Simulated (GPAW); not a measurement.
PmSe:

```
Pm Se
1.0
     0.00000    3.22319    3.22319
     3.22319    0.00000    3.22319
     3.22319    3.22319    0.00000
Pm Se
1 1
Cartesian
  0.0000 0.0000 0.0000
  1.6116 1.6116 1.6116
```

The cell comes from a database or a generator and needn't be the stable form of this composition.

Alike in all runs: program GPAW 26.7.0; functional LDA; potentials or basis the program's PAW data sets (release 1.2.1) made for this functional; cutoff 800 eV; basis pw; k mesh 5 × 5 × 5; occupations gaussian, width 0.05 eV; hubbard terms Pm f U = 4 eV.

The same cell was started in several ways:

```csv
start,free energy over the lowest (meV/atom),net moment (μB),site or absolute moments (μB),gap
"collinear spin, zero start; fixed moment 0",2927.6,0.00,-,-
"collinear spin, ferromagnetic start of up to 4 μB",0.0,4.95,Pm +4.42; Se -0.04,none (metal or under the smearing width)
"collinear spin, random start of up to 0.13 μB",0.0,-4.95,Pm -4.42; Se +0.04,none (metal or under the smearing width)
```

Runs with fixed or held moments lie higher by the price of the constraint. A still lower state may exist.

Caveats: one-centre terms of the f shell are cut off; the magnetic or orbital state may not be the lowest; spin-orbit coupling is left out, which moves the levels of the heavy elements; the run has no moments, though such compounds are often magnetic (some runs); a magnetic state may lie lower (some runs); the total moment is fixed, so each spin has its own Fermi level (some runs).
